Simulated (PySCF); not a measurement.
# C8H12: the cost of one run

Computed with PySCF 2.14.0 and routines of our own; the level stands in each step. Atoms count from 0.

## (1) The system as given

20 atoms, charge 0, multiplicity 1; geometry from: GFN2-xTB.

## (2) Magnetic properties: GIAO PBE/pcSseg-1

Job settings and geometry (Å):

```
{"job": {"kind": "mag", "xc": "PBE", "basis": "pcSseg-1", "isotopologues": 2}, "charge": 0, "multiplicity": 1}
C      0.915968     3.001939    -0.578034
C      0.620465     1.844830    -0.657449
C      0.242684     0.449781    -0.730023
C     -1.259699     0.266066    -1.058563
C     -1.854874    -0.491952     0.131431
C     -0.674706    -1.278927     0.690448
C      0.478312    -0.277788     0.615340
C      1.855348    -0.917827     0.704458
H      1.180747     4.015138    -0.518202
H      0.852013    -0.026229    -1.505893
H     -1.369670    -0.318034    -1.972741
H     -1.752972     1.225328    -1.213636
H     -2.213132     0.212500     0.883965
H     -2.687177    -1.131031    -0.161242
H     -0.458920    -2.138234     0.052091
H     -0.848235    -1.637081     1.704392
H      0.369424     0.447545     1.428604
H      1.993892    -1.640349    -0.098253
H      1.973018    -1.434964     1.654566
H      2.632365    -0.160034     0.625704
```

With the program's defaults for keys left out, this is: GIAO PBE/pcSseg-1 magnetisability, rotational g tensor and spin-rotation constants, non-relativistic, gas phase.

Launch:

```sh
OMP_NUM_THREADS=1 python excited_run.py task.json out
```

The driver reads the jobs from task.json and runs them one after another.

Q: Estimate the wall time and peak memory of this first job on 1 thread of Intel Xeon Platinum 8488C, shared host.

About 54 s, with a peak of 0.75 GiB.
